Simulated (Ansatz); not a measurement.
**Be (fcc type): how the settings move a single-point run**

Aim: see which settings change the result for Be (fcc type), by how much, and at what cost.

Method: reference: DFT, LDA, all-electron LAPW, scalar-relativistic, in Ansatz 0.2.0.

1 further run of the same task is left out (it didn't finish). Runs told in other sessions of the task aren't counted.

## 1. The system as given

The structure is cubic, space group Fm-3m (No. 225). The conventional cell has a = 2.381 Å, b = 2.381 Å, c = 2.381 Å, α = 90.00°, β = 90.00°, γ = 90.00°. Be (site symmetry m-3m) is surrounded by 12 Be at 1.68 Å.

Coordinates:

```
Be
1.0
     0.00000    1.19033    1.19033
     1.19033    0.00000    1.19033
     1.19033    1.19033    0.00000
Be
1
Cartesian
  0.0000 0.0000 0.0000
```

## 2. The reference run

File input.yaml:

```yaml
crystal:
  lattice:
    - [0.0, 1.1903256587, 1.1903256587]
    - [1.1903256587, 0.0, 1.1903256587]
    - [1.1903256587, 1.1903256587, 0.0]
  atoms:
    - { symbol: Be, position: [0.0, 0.0, 0.0] }
kpoints:
  mp_grid: { grid: [21, 21, 21] }
  band_path:
    path:
      - [0.0, 0.0, 0.0]
      - [0.5, 0.0, 0.5]
      - [0.625, 0.25, 0.625]
      - [0.375, 0.375, 0.75]
      - [0.0, 0.0, 0.0]
      - [0.5, 0.5, 0.5]
      - [0.5, 0.25, 0.75]
      - [0.5, 0.0, 0.5]
    npoints: 8
scf:
  occupations: { method: fermi_dirac, width: 0.05 }
hamiltonian:
  xc: lda
  pseudopotentials: { kind: all_electron, lapw: { basis_error: 0.001 } }
output:
  forces: true
  stress: true
  eigenvalues: true
  populations: true
  dos: { projected: true, de: 0.2, e_range: [-14, 8] }
```

Run with:

```
$ ansatz run input.yaml --threads 1 --pin off --max-ram 2048MiB --backend cpu --events-out ev --progress --plain --runs-dir out
```

## 3. Changing settings: dispersion d3bj

Edit input.yaml of step 2 so:

```diff
@@ -25,2 +25,3 @@
   pseudopotentials: { kind: all_electron, lapw: { basis_error: 0.001 } }
+  dispersion: d3bj
 output:
@@ -30,2 +31 @@
   populations: true
-  dos: { projected: true, de: 0.2, e_range: [-14, 8] }
```

**Question.** What will these runs give? Wanted: for each run, ending; energy change; pressure; gap; force.

As calculated:

```tsv
run	ending	energy change	pressure (GPa)	gap (eV)	force (eV/Å)	cycles	time
reference	converged	0	394.3	0.00	0.00	4	5.6 s
1: dispersion d3bj	converged	-845.7 meV/atom (offset of the dispersion model)	353.8	0.00	0.00	4	5.5 s
```

Times don't compare one to one where runs were asked for different outputs or read a saved state (see the inputs); cycles may leave out searches for a lower state.

Residual by cycle in the longest SCF loop of each run; runs are numbered as in the table. The quantity is the density residual dr2, in eV.

```tsv
cycle	reference	run 1
1	5.1e-4	5.1e-4
2	1.2e-4	1.2e-4
3	2.0e-6	2.0e-6
4	1.8e-9	1.8e-9
```

What this shows: The energy moves by -845.7 meV/atom, nearly all of it the dispersion term itself (-845.7 meV/atom); that offset belongs to the model and is no gain or loss of stability; the pressure goes from 394.3 to 353.8 GPa. The damping parameters are borrowed, as the log notes. The structure is not at rest: the sound run finds 394 GPa, so these are no properties of the relaxed crystal. 
